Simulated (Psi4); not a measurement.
**BSiN2H5 (SMILES N[SiH]1BN1) at 3 levels**

We compute a comparison of 3 runs (HF/3-21G, HSE06/cc-pVDZ, wB97X-V/cc-pVDZ) of BSiN2H5. 

The calculation is run with Psi4 1.11.

6 further runs of the same task are left out: 6 that didn't finish. Runs told in other sessions of the task aren't counted.

## 1. Starting point

BSiN2H5: 9 atoms, total charge 0, spin state singlet. As SMILES, `N[SiH]1BN1`. The N1–Si2 distance was set to 2.553 Å, away from the relaxed value. At this shape a bond of the SMILES string is far longer than usual.

Bond lengths: Si2–B3 1.914 Å, Si2–N4 1.755 Å, B3–N4 1.389 Å, N1–H5 1.006 Å, N1–H6 1.005 Å, Si2–H7 1.482 Å, B3–H8 1.190 Å, N4–H9 1.011 Å. Angles: Si2–B3–N4 61.8°, B3–Si2–N4 44.2°, Si2–N4–B3 74.0°, Si2–B3–H8 163.8°, N4–B3–H8 134.4°, B3–Si2–H7 127.1°, N4–Si2–H7 113.4°, Si2–N4–H9 150.8°, B3–N4–H9 135.2°, H5–N1–H6 112.9°. A long bond or contact: N1–Si2 2.553 Å.

## 2. A single-point energy at HF/3-21G (run 1)

bh5n2si.xyz

```xyz
9
BH5N2Si
N     -1.086148     2.294396     0.062051
Si     0.258900     0.175500     0.530500
B     -0.233900    -1.625800     0.110200
N      0.650500    -0.971600    -0.738400
H     -0.669648     3.209596     0.056751
H     -2.010148     2.283596    -0.333449
H      1.441200     0.620900     1.305200
H     -0.741300    -2.702400     0.114400
H      1.134000    -1.211600    -1.592900
```

bh5n2si.py

```python
import psi4

psi4.set_memory(2200000000)
psi4.set_num_threads(1)
psi4.core.set_output_file('output.dat', False)

with open('bh5n2si.xyz') as f:
    atoms = ''.join(f.readlines()[2:])
mol = psi4.geometry('0 1\n' + atoms + 'symmetry c1')

psi4.set_options({
    'basis': '3-21G',
    'reference': 'rhf',
    'puream': True,
    'e_convergence': 1e-09,
    'd_convergence': 1e-08,
    'scf_type': 'pk',
})

result, w = psi4.energy("scf", return_wfn=True)
print(f'total energy {result:.8f} hartree = {result * 27.211386:.5f} eV')
```

On the command line:

```bash
$ python bh5n2si.py
```

output.dat:

```text
[...]
  Running in c1 symmetry.
[...]
  Nuclear repulsion =  134.061429513028173
[...]
  Multiplicity = 1
[...]
  Nalpha       = 19
  Nbeta        = 19
[...]
    Number of basis functions: 50
[...]
   @RHF iter   1:  -422.89676429611609   -1.06642e+00   9.92332e-03 DIIS/ADIIS
[...]
   @RHF iter  14:  -423.02182816281550   -1.81899e-12   4.02456e-09 DIIS
[...]
    Orbital Energies [Eh]
    ---------------------
    Doubly Occupied:
       1A    -68.372246     2A    -15.508746     3A    -15.401697
       4A     -7.601393     5A     -6.168729     6A     -4.266415
       7A     -4.263486     8A     -4.263091     9A     -1.189505
      10A     -1.015520    11A     -0.792082    12A     -0.666804
      13A     -0.601009    14A     -0.570105    15A     -0.509098
      16A     -0.477879    17A     -0.399478    18A     -0.365707
      19A     -0.317084
[...]
  @RHF Final Energy:  -423.02182816281550
   => Energetics <=
    Nuclear Repulsion Energy =            134.0614295130281732
    One-Electron Energy =                -848.6663688698981787
    Two-Electron Energy =                 291.5831111940544815
    Total Energy =                       -423.0218281628154955
[...]
 Multipole Moments:
 ------------------------------------------------------------------------------------
     Multipole            Electronic (a.u.)      Nuclear  (a.u.)        Total (a.u.)
 ------------------------------------------------------------------------------------
 L = 1.  Multiply by 2.5417464519 to convert [e a0] to [Debye]
 Dipole X            :          1.0650023           -0.4440953            0.6209071
 Dipole Y            :         -3.8157715            3.2094405           -0.6063309
 Dipole Z            :          0.4282746           -0.8325526           -0.4042779
 Magnitude           :                                                    0.9573941
[...]
```

On the terminal:

```text
total energy -423.02182816 hartree = -11511.01025 eV
```

Run time: 1.3 s. Hardware: 1 thread of Intel Xeon 6975P-C (Granite Rapids), shared host; peak memory 0.19 GiB.

## 3. Energy and forces at HSE06/cc-pVDZ (run 2)

bh5n2si.py

```python
import psi4

psi4.set_memory(2200000000)
psi4.set_num_threads(1)
psi4.set_output_file('bh5n2si.out', False)

geom = psi4.geometry("""
0 1
N
Si 1 2.5531
B 2 1.914206 1 127.23336
N 3 1.389339 2 61.77956 1 99.73396
H 1 1.00553 2 122.55606 4 -107.4643
H 1 1.005143 5 112.85974 2 -166.95652
H 2 1.482017 4 113.35466 3 119.86677
H 3 1.190185 4 134.38438 2 178.29311
H 4 1.010714 3 135.16131 8 -0.87641
units angstrom
symmetry c1
no_reorient
no_com
""")

psi4.set_options({
    'reference': 'rks',
    'puream': True,
    'e_convergence': 1e-09,
    'd_convergence': 1e-08,
    'scf_type': 'pk',
    'dft_radial_points': 99,
    'dft_spherical_points': 590,
})

e, wfn = psi4.gradient('hse06/cc-pVDZ', molecule=geom, return_wfn=True)
psi4.oeprop(wfn, 'LOWDIN_CHARGES', 'DIPOLE', 'MULLIKEN_CHARGES')
print('gradient / Eh bohr^-1')
print(e.np.round(6))
print(f'energy = {wfn.energy():.10f} Eh')
for k, v in sorted(psi4.core.scalar_variables().items()):
    print(f'{k:45s} {v:18.10f}')
```

On the command line:

```bash
$ python bh5n2si.py
```

bh5n2si.out:

```text
[...]
  Running in c1 symmetry.
[...]
  Nuclear repulsion =  134.061435802606127
[...]
  Multiplicity = 1
[...]
  Nalpha       = 19
  Nbeta        = 19
[...]
    Number of basis functions: 85
[...]
   @RKS iter   1:  -425.99610170094525   -2.26589e-01   1.19424e-02 DIIS/ADIIS
[...]
   @RKS iter  13:  -426.50009364478160   -5.68434e-11   6.57664e-09 DIIS
[...]
  @RKS Final Energy:  -426.50009364478160
   => Energetics <=
    Nuclear Repulsion Energy =            134.0614358026061268
    One-Electron Energy =                -852.0183697964304201
    Two-Electron Energy =                 322.5875523419765045
    DFT Exchange-Correlation Energy =     -31.1307119929337688
    Empirical Dispersion Energy =           0.0000000000000000
    VV10 Nonlocal Energy =                  0.0000000000000000
    Total Energy =                       -426.5000936447816002
[...]
  -Total Gradient:
     Atom            X                  Y                   Z
    ------   -----------------  -----------------  -----------------
       1        0.015589773107    -0.004856869225    -0.073729733339
       2        0.005333093786    -0.002420896099     0.077794467003
       3       -0.003716651011     0.007102522946    -0.000165002343
       4       -0.001432134571     0.001097907169    -0.000025203858
       5       -0.009158165756    -0.008963283118    -0.003398877973
       6       -0.004022778050     0.011990108047    -0.003752986842
       7       -0.000847980030    -0.005617537442     0.005885641915
       8        0.003474268385     0.001658344653    -0.000813121912
       9       -0.005202269353     0.000005145334    -0.001802152256
[...]
 Multipole Moments:
 ------------------------------------------------------------------------------------
     Multipole            Electronic (a.u.)      Nuclear  (a.u.)        Total (a.u.)
 ------------------------------------------------------------------------------------
 L = 1.  Multiply by 2.5417464519 to convert [e a0] to [Debye]
 Dipole X            :         -0.1262165            0.8197576            0.6935410
 Dipole Y            :         -1.1569539            1.1019658           -0.0549881
 Dipole Z            :          3.8817794           -3.0503340            0.8314455
 Magnitude           :                                                    1.0841238
[...]
```

Standard output:

```text
gradient / Eh bohr^-1
[[ 1.5590e-02 -4.8570e-03 -7.3730e-02]
 [ 5.3330e-03 -2.4210e-03  7.7794e-02]
 [-3.7170e-03  7.1030e-03 -1.6500e-04]
 [-1.4320e-03  1.0980e-03 -2.5000e-05]
 [-9.1580e-03 -8.9630e-03 -3.3990e-03]
 [-4.0230e-03  1.1990e-02 -3.7530e-03]
 [-8.4800e-04 -5.6180e-03  5.8860e-03]
 [ 3.4740e-03  1.6580e-03 -8.1300e-04]
 [-5.2020e-03  5.0000e-06 -1.8020e-03]]
energy = -426.5000936448 Eh
CURRENT ENERGY                                   -426.5000936448
CURRENT REFERENCE ENERGY                         -426.5000936448
DD SOLVATION ENERGY                                 0.0000000000
DFT FUNCTIONAL TOTAL ENERGY                      -426.5000936448
DFT TOTAL ENERGY                                 -426.5000936448
DFT VV10 ENERGY                                     0.0000000000
DFT XC ENERGY                                     -31.1307119929
GRID ELECTRONS ALPHA                               19.0000000002
GRID ELECTRONS BETA                                19.0000000002
GRID ELECTRONS TOTAL                               38.0000000004
NUCLEAR REPULSION ENERGY                          134.0614358026
ONE-ELECTRON ENERGY                              -852.0183697964
PCM POLARIZATION ENERGY                             0.0000000000
PE ENERGY                                           0.0000000000
SCF ITERATION ENERGY                             -426.5000936448
SCF ITERATIONS                                     13.0000000000
SCF TOTAL ENERGY                                 -426.5000936448
TWO-ELECTRON ENERGY                               322.5875523420
XC GRID RADIAL POINTS                              99.0000000000
XC GRID SPHERICAL POINTS                          590.0000000000
XC GRID TOTAL POINTS                           500444.0000000000
```

Run time: 49 s. Hardware: 1 thread of Intel Xeon 6975P-C (Granite Rapids), shared host; peak memory 1.5 GiB.

## 4. A single-point energy at wB97X-V/cc-pVDZ (run 3)

bh5n2si.dat

```
memory 2200 mb

molecule molecule1 {
  0 1
  N     -2.05252225     4.33578006     0.11725940
  Si     0.48925009     0.33164693     1.00249971
  B     -0.44200694    -3.07231673     0.20824782
  N      1.22926684    -1.83605790    -1.39537377
  H     -1.26545132     6.06525741     0.10724385
  H     -3.79862919     4.31537102    -0.63012729
  H      2.72347329     1.17333095     2.46647054
  H     -1.40085398    -5.10679588     0.21618467
  H      2.14294943    -2.28959217    -3.01014474
  units bohr
  symmetry c1
  no_reorient
  no_com
}

set {
  basis cc-pVDZ
  puream true
  e_convergence 1e-09
  d_convergence 1e-08
  scf_type pk
  dft_radial_points 99
  dft_spherical_points 590
}

energy("wb97x-v")
```

On the command line:

```bash
$ psi4 bh5n2si.dat bh5n2si.out -n 1
```

bh5n2si.out:

```text
[...]
  Running in c1 symmetry.
[...]
  Nuclear repulsion =  134.061429663950577
[...]
  Multiplicity = 1
[...]
  Nalpha       = 19
  Nbeta        = 19
[...]
    Number of basis functions: 85
[...]
   @RKS iter   1:  -426.37289813371706   -7.90672e-01   9.26555e-03 DIIS/ADIIS
[...]
   @RKS iter  14:  -426.66650944656112   -9.72022e-12   9.27249e-09 DIIS
[...]
    Orbital Energies [Eh]
    ---------------------
    Doubly Occupied:
       1A    -66.220271     2A    -14.449985     3A    -14.356042
       4A     -6.887475     5A     -5.450165     6A     -3.802715
       7A     -3.801026     8A     -3.797369     9A     -1.026124
      10A     -0.874042    11A     -0.722937    12A     -0.609441
      13A     -0.553167    14A     -0.520866    15A     -0.477025
      16A     -0.453174    17A     -0.386784    18A     -0.358505
      19A     -0.278008
[...]
  @RKS Final Energy:  -426.66650944656112
   => Energetics <=
    Nuclear Repulsion Energy =            134.0614296639505767
    One-Electron Energy =                -851.8168559273658502
    Two-Electron Energy =                 320.0787841005675318
    DFT Exchange-Correlation Energy =     -29.1443405351923417
    Empirical Dispersion Energy =           0.0000000000000000
    VV10 Nonlocal Energy =                  0.1544732514789876
    Total Energy =                       -426.6665094465611219
[...]
 Multipole Moments:
 ------------------------------------------------------------------------------------
     Multipole            Electronic (a.u.)      Nuclear  (a.u.)        Total (a.u.)
 ------------------------------------------------------------------------------------
 L = 1.  Multiply by 2.5417464519 to convert [e a0] to [Debye]
 Dipole X            :          3.4674755           -2.7218331            0.7456425
 Dipole Y            :        -11.6627367           10.9370998           -0.7256369
 Dipole Z            :         -5.7381959            5.2790615           -0.4591344
 Magnitude           :                                                    1.1372493
[...]
```

Run time: 2.1 min. Hardware: 1 thread of Intel Xeon 6975P-C (Granite Rapids), shared host; peak memory 1.5 GiB.

## 5. All runs side by side

```csv
run,level,task,integration grid,energy (Eh),dipole moment (D),HOMO energy (eV),LUMO energy (eV),wall time
1,HF/3-21G,energy,–,-423.021828,2.43,-8.63,2.38,1.3 s
2,HSE06/cc-pVDZ,gradient,99 radial × 590 angular,-426.500094,2.76,-4.71,-1.90,49 s
3,wB97X-V/cc-pVDZ,energy,99 radial × 590 angular,-426.666509,2.89,-7.56,0.69,2.1 min
```

## 6. Results

| quantity | value |
| --- | --- |
| run 3: total energy | -426.66651 Eh |
| run 3: dipole moment | 2.89 D |
| run 3: HOMO energy | -7.56 eV |
| run 3: LUMO energy | 0.69 eV |
| run 3: HOMO–LUMO gap | 8.26 eV |

In words: The dipole moment (its size) runs from 2.43 D (HF/3-21G) to 2.89 D (wB97X-V/cc-pVDZ). The two ends differ in method and basis. The HOMO–LUMO gap runs from 2.81 eV (HSE06/cc-pVDZ) to 11.01 eV (HF/3-21G). Totals of different functionals can't be ranked against each other. In all runs a closed-shell determinant meets a far-stretched bond; if it breaks into open shells, such a determinant describes it badly, and no broken-symmetry solution was shown. All runs together took 2.9 min, the longest 2.1 min.
